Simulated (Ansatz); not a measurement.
The system is Ni3Hg.

```
Hg Ni
1.0
     3.74491    0.00000    0.00000
     0.00000    3.74491    0.00000
     0.00000    0.00000    3.74491
Hg Ni
1 3
Direct
  0.00000 0.00000 0.00000
  0.50000 0.50000 0.00000
  0.50000 0.00000 0.50000
  0.00000 0.50000 0.50000
```

The cell comes from a database or a generator and needn't be the stable form of this composition.

```yaml
Program: Ansatz 0.2.0
Task: single point
Functional: PBE
Potentials_or_basis: Ansatz PAW
Cutoff: "420 eV (not typed: the program's choice for these potentials)"
k_mesh: 7 × 7 × 7
Occupations: fermi-dirac, width 0.05 eV
Spin: collinear spin, ferromagnetic start
Starting_moments: "[0.0, 1.0, 1.0, 1.0] μB"
```

On this cell: pressure 1.0 GPa; largest force zero by symmetry; net moment 1.12 μB per cell; site moments Hg -0.00; Ni +0.40 μB; band gap on the k mesh none (metal or under the smearing width).

The same run follows on a disturbed copy (atoms moved at random, drawn with an rms of 0.05 Å):

```
CELL_PARAMETERS angstrom
3.74491 0.00000 0.00000
0.00000 3.74491 0.00000
0.00000 0.00000 3.74491
ATOMIC_POSITIONS crystal
Hg 0.99539 0.99276 0.00769
Ni 0.48826 0.50561 0.99653
Ni 0.49570 0.00617 0.49165
Ni 0.99951 0.51194 0.49167
```

Task: What changes?

Result: The energy (extrapolated to zero smearing) moves by +11.8 meV/atom; pressure 1.5 GPa; largest force 0.984 eV/Å; net moment 1.11 μB per cell; site moments Hg -0.00; Ni +0.40, +0.39 μB; band gap on the k mesh none (metal or under the smearing width).

Forces on the atoms (eV/Å):
```
Hg  -0.164  0.682 -0.689
Ni   0.246 -0.273 -0.098
Ni   0.010  0.072  0.387
Ni  -0.093 -0.482  0.400
```

Stress tensor (GPa, compression positive):
```
 1.41 -0.14 -0.04
-0.14  1.50 -0.37
-0.04 -0.37  1.57
```
